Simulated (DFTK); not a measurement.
Input of a DFTK 0.8.2 run:

File run.jl:

```julia
using DFTK
using PseudoPotentialData
using Unitful, UnitfulAtomic
using LinearAlgebra, Printf
include("save.jl")
disable_threading()

# lattice vectors are the columns
lattice = austrip(1u"Å") * [           0.0          2.325          2.325;
                    2.325            0.0          2.325;
                    2.325          2.325            0.0]
symbols   = [:Hf, :C]
positions = [[0.488724, 0.508325, 0.488419],
             [-0.009852, 0.0191, -0.006335]]
pseudopotentials = PseudoFamily("dojo.nc.sr.pbesol.v0_4_1.standard.upf")
elements = Dict(s => ElementPsp(s, pseudopotentials) for s in unique(symbols))
atoms    = [elements[s] for s in symbols]

build_model(lattice, positions; symmetries=true) =
    model_DFT(lattice, atoms, positions;
              functionals=PBEsol(),
              temperature=austrip(0.05u"eV"),
              smearing=Smearing.FermiDirac(),
              symmetries)
Ecut  = 41.0  # hartree
kgrid = [10, 10, 10]
tol   = 1e-6
to_GPa = ustrip(uconvert(u"GPa", 1u"hartree/bohr^3"))

model = build_model(lattice, positions)
basis = PlaneWaveBasis(model; Ecut, kgrid)
display(basis)
scfres = self_consistent_field(basis;
                               tol,
                               nbandsalg=AdaptiveBands(model; n_bands_converge=13))
display(scfres.energies)
@printf "Fermi level: %.6f eV\n" ustrip(auconvert(u"eV", something(scfres.εF, NaN)))
forces = compute_forces_cart(scfres)
println("Forces (eV/Å)")
for (s, f) in zip(symbols, forces)
    @printf "%-3s %12.6f %12.6f %12.6f\n" s ustrip.(auconvert.(u"eV/Å", f))...
end
stress = compute_stresses_cart(scfres)
println("Stress (GPa)")
display(round.(stress * to_GPa; digits=4))
println("Levels at the first k-point (eV): ", round.(ustrip.(auconvert.(u"eV", scfres.eigenvalues[1][1:scfres.n_bands_converge])); digits=4))
save_scf!(scfres; forces, stress)
```

Potentials or basis: dojo.nc.sr.pbesol.v0_4_1.standard.upf (PBEsol).

Run with:

```sh
$ julia --threads=1 run.jl  # save.jl only writes the numbers to a file and isn't shown; printed stress counts tension as positive; times include loading and compiling
```

(1) Estimate the pressure.

(2) Predict the largest force.

(3) What does it give for the band gap on the k mesh?

Results:

(1) -6.0 GPa.

(2) 0.361 eV/Å.

(3) none (metal or under the smearing width).
